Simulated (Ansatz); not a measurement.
# HgPt, space group P4/mmm: a charge-density difference against the sublattices

With Ansatz 0.2.0, Python API.

At the Python prompt:
```pycon
>>> import warnings
>>> import ansatz as az
>>> import numpy as np
>>> OCCUPATIONS = "fermi_dirac"
>>> TOLERANCE = 1e-10
>>> ECUT = 460
>>> KMESH = (10, 10, 8)
>>> vectors0 = np.array([
...     [2.971, 0.0, 0.0],
...     [0.0, 2.971, 0.0],
...     [0.0, 0.0, 3.825],
... ])
>>> sites = [
...     ("Hg", [0.0, 0.0, 0.0]),
...     ("Pt", [0.5, 0.5, 0.5]),
... ]
>>> def make_crystal(cell):
...     crystal = az.Crystal(lattice=az.Lattice.of(cell))
...     for symbol, position in sites:
...         crystal = crystal.atom(symbol, position)
...     return crystal
...
>>> warnings.simplefilter("ignore", az.DeckWarning)
>>> # one cutoff and one grid for all runs, so that the fields can be subtracted
>>> def solve(crystal):
...     return (
...         crystal.calculation()
...         .functional(az.Functional.LDA)
...         .occupations(OCCUPATIONS)  # smearing steadies the SCF of a metal
...         .scf(tolerance=TOLERANCE)
...         .basis(ECUT, grid_basis="typed")  # cutoff of the orbital basis
...         .kpoints(*KMESH)
...         .density()  # keep the density on its grid
...         .run(threads=1)
...     )
...
>>> whole = solve(make_crystal(vectors0))
>>> difference = whole.density().channels[0].density_e_per_ang3.copy()
>>> binding = whole.report["free_energy_ev"]
>>> for element in ["Hg", "Pt"]:
...     part = az.Crystal(lattice=az.Lattice.of(vectors0))
...     for symbol, position in sites:
...         if symbol == element:
...             part = part.atom(symbol, position)
...     alone = solve(part)
...     difference -= alone.density().channels[0].density_e_per_ang3
...     binding -= alone.report["free_energy_ev"]
...     print(f"{element} sublattice: {alone.report['n_electrons']:g} electrons, {alone.report['n_iterations']} iterations")
...
Hg sublattice: 20 electrons, 7 iterations
Pt sublattice: 18 electrons, 8 iterations
>>> voxel = abs(np.linalg.det(vectors0)) / difference.size
>>> print(f"energy of the crystal less its unpolarised sublattices: {binding / len(sites):.4f} eV/atom")
energy of the crystal less its unpolarised sublattices: -1.6617 eV/atom
>>> print(f"net charge of the difference {difference.sum() * voxel:.5f} e, charge rearranged {0.5 * np.abs(difference).sum() * voxel:.3f} e")
net charge of the difference 0.00000 e, charge rearranged 0.319 e
>>> print(f"extremes {difference.min():.4f} and {difference.max():.4f} e/A^3")
extremes -0.2451 and 0.1557 e/A^3
>>> for (symbol, position) in sites:
...     index = tuple(int(round(p * n)) % n for p, n in zip(position, difference.shape))
...     print(f"  change of the pseudo-density at the grid point nearest {symbol}: {difference[index]:+.4f} e/A^3")
...
  change of the pseudo-density at the grid point nearest Hg: -0.2451 e/A^3
  change of the pseudo-density at the grid point nearest Pt: -0.0556 e/A^3
>>> profile = difference.mean(axis=(0, 1))
>>> print("planar mean along the third vector:", np.round(profile[:: max(len(profile) // 12, 1)], 4))
planar mean along the third vector: [-0.0198 -0.0155 -0.0071  0.0085  0.0129 -0.0033  0.0061  0.0256 -0.0071
  0.0065  0.0134  0.0005 -0.0122 -0.0184]
```

What to keep in mind:
- The mesh is modest for a metal, so energies can be off by several to tens of meV an atom and pressures by half a GPa or more; differences at equal mesh fare better.
- Spin-orbit coupling, which matters for elements this heavy, is left out.
- Grid values close to the nuclei reflect the PAW or pseudopotential construction, not the all-electron fields.
- The structure is a deposited one; some such entries were measured under pressure or heat, so a shift against it needn't be the functional's error alone.
- Charge moved counts every rearrangement, bonding and polarisation too, and is no transfer between atoms; the bare sublattices are artificial references. Values near the nuclei depend on the potentials.
- The whole script took 9.4 s on 1 thread of Arm Neoverse V1, with other jobs on the host, peak memory 0.42 GiB.
